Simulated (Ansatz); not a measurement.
# CH5GeNO: the cost of one run

All numbers below are computed with Ansatz 0.2.0 (RKS r2SCAN/def2-SVP).

## Step 1: The starting structure

Bond lengths: N1–C2 1.274 Å, C2–O3 1.363 Å, C2–Ge4 1.853 Å, N1–H5 1.089 Å, O3–H6 1.045 Å, Ge4–H7 1.582 Å, Ge4–H8 1.537 Å, Ge4–H9 1.610 Å. Angles: N1–C2–O3 119.1°, N1–C2–Ge4 122.2°, O3–C2–Ge4 118.6°, C2–N1–H5 120.8°, C2–O3–H6 122.0°, C2–Ge4–H7 109.6°, C2–Ge4–H8 111.4°, C2–Ge4–H9 111.1°, H7–Ge4–H8 108.2°, H7–Ge4–H9 106.4°, H8–Ge4–H9 110.1°.

Structure file:

```xyz
9

N     0.7303    0.8498   -1.2363
C     0.5229    0.3994   -0.0629
O     1.4092    0.6999    0.9284
Ge   -0.8709   -0.7616    0.3170
H     0.0144    0.6704   -2.0373
H     2.2324    1.3231    0.7651
H    -2.1730   -0.2968   -0.4527
H    -0.5404   -2.1966   -0.1227
H    -1.2363   -0.7338    1.8843
```

## Step 2: End point A

File input.yaml:

```yaml
crystal:
  periodic: [false, false, false]
  atoms:
    - { symbol: "N", position_ang: [0.7303, 0.8498, -1.2363] }
    - { symbol: C, position_ang: [0.5229, 0.3994, -0.0629] }
    - { symbol: O, position_ang: [1.4092, 0.6999, 0.9284] }
    - { symbol: Ge, position_ang: [-0.8709, -0.7616, 0.317] }
    - { symbol: H, position_ang: [0.0144, 0.6704, -2.0373] }
    - { symbol: H, position_ang: [2.2324, 1.3231, 0.7651] }
    - { symbol: H, position_ang: [-2.173, -0.2968, -0.4527] }
    - { symbol: H, position_ang: [-0.5404, -2.1966, -0.1227] }
    - { symbol: H, position_ang: [-1.2363, -0.7338, 1.8843] }
basis:
  gaussian: { orbitals: def2-SVP }
hamiltonian:
  xc: r2scan
relax:
  f_tol: 0.02
  max_steps: 50
```

On the command line:

```sh
$ ansatz run input.yaml --threads 2 --pin off --max-ram 3072MiB --backend cpu --events-out ev --progress --plain --runs-dir out
```

**Question.** How long does this run take on 2 threads of Arm Neoverse V1, shared host, and how much memory does it need?

About 47 s, with a peak of 0.16 GiB.
